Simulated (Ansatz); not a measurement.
# ClFH₆Si₃: up Jacob's ladder to CCSD(T)

An exercise on one series of results from a longer session: the logs are not shown, and one member is left open.

Program: Ansatz 0.2.0, Gaussian basis. Level of theory: functionals in def2-TZVPP, the program's frozen cores in correlated methods. These are calculated values, not measurements.

Levels to be run: PBE-D4, r2SCAN-D4, PBE0-D4, B3LYP-D4, ωB97X-V, ωB97M-V, B2PLYP; CCSD(T)/def2-TZVPP; MP2/def2-QZVPP; extrapolation to the limit.

### The relaxed structure

An earlier PBE0-D4 in a triple-zeta def2 set relaxation fixed the geometry.

11 atoms, charge 0, spin multiplicity 1.

Atoms are counted from 1 here; the program's logs count them from 0.

Bond lengths: F1–Si2 1.613 Å, Si2–Si3 2.345 Å, Si2–Si4 2.346 Å, Si2–H6 1.489 Å, Si3–H7 1.487 Å, Si3–H8 1.487 Å, Si3–H9 1.486 Å, Si4–Cl5 2.067 Å, Si4–H10 1.484 Å, Si4–H11 1.484 Å. Angles: F1–Si2–Si3 110.0°, F1–Si2–Si4 109.7°, F1–Si2–H6 107.7°, Si3–Si2–Si4 110.5°, Si3–Si2–H6 110.4°, Si4–Si2–H6 108.5°, Si2–Si3–H7 110.2°, Si2–Si3–H8 110.0°, Si2–Si3–H9 108.6°, H7–Si3–H8 109.3°, H7–Si3–H9 109.5°, H8–Si3–H9 109.3°, Si2–Si4–Cl5 104.2°, Si2–Si4–H10 112.6°, Si2–Si4–H11 114.2°, Cl5–Si4–H10 108.1°, Cl5–Si4–H11 108.2°, H10–Si4–H11 109.2°.

Set-up of the first run:

The input, in.yaml:

```yaml
crystal:
  periodic: [false, false, false]
  atoms:
    - {symbol: F, position_ang: [-2.171284, -0.741447, -0.622458]}
    - {symbol: Si, position_ang: [-0.974263, 0.202187, -0.095186]}
    - {symbol: Si, position_ang: [0.632348, 0.477468, -1.781714]}
    - {symbol: Si, position_ang: [-0.003397, -0.747589, 1.817333]}
    - {symbol: Cl, position_ang: [1.563074, 0.521201, 2.275138]}
    - {symbol: H, position_ang: [-1.565487, 1.516782, 0.278302]}
    - {symbol: H, position_ang: [-0.014804, 0.951736, -3.033589]}
    - {symbol: H, position_ang: [1.320937, -0.813451, -2.044624]}
    - {symbol: H, position_ang: [1.627899, 1.482754, -1.327367]}
    - {symbol: H, position_ang: [0.557893, -2.097717, 1.561725]}
    - {symbol: H, position_ang: [-0.907615, -0.808725, 2.992837]}
basis:
  gaussian: {orbitals: def2-TZVPP}
hamiltonian: {xc: pbe, dispersion: d4}
output: {forces: true, orbitals: {seedname: orbitals}}
```

On the command line:

```console
$ ansatz run in.yaml --threads 4 --pin off --events-out ev --progress --plain --max-ram 10444MiB
```

Among the steps run: PBE-D4 (GGA); r2SCAN-D4 (meta-GGA); PBE0-D4 (hybrid); B3LYP-D4 (hybrid); ωB97X-V (range-separated); ωB97M-V (range-separated); B2PLYP (double hybrid); CCSD(T) in def2-TZVPP; MP2 in def2-QZVPP.

One table of the session follows, with a row left open; its other results are not shown here.

```
            method  atomisation energy (kJ/mol)
            PBE-D4                       3386.9
         r2SCAN-D4                       3414.2
           PBE0-D4                       3367.9
          B3LYP-D4                            ?
           ωB97X-V                       3445.0
           ωB97M-V                       3409.0
            B2PLYP                       3347.5
     HF/def2-TZVPP                       2596.3
    MP2/def2-TZVPP                       3333.0
   CCSD/def2-TZVPP                       3280.2
CCSD(T)/def2-TZVPP                       3317.6
           MP2/CBS                       3435.8
       CCSD(T)/CBS                       3420.5
```

**Question.** Estimate the row for B3LYP-D4.

The run gave: atomisation energy (kJ/mol): 3391.6. In the column «atomisation energy (kJ/mol)» it lies between PBE-D4 (3386.9) and ωB97M-V (3409.0).

Among the levels timed on like hardware and quicker than the yardstick, those that no quicker one beats, quickest first: PBE-D4 (3.5 s, -33.6 kJ/mol); r2SCAN-D4 (7 s, -6.3 kJ/mol).

B2PLYP carry no dispersion term (for B3LYP, D4 adds 48.5 kJ/mol).
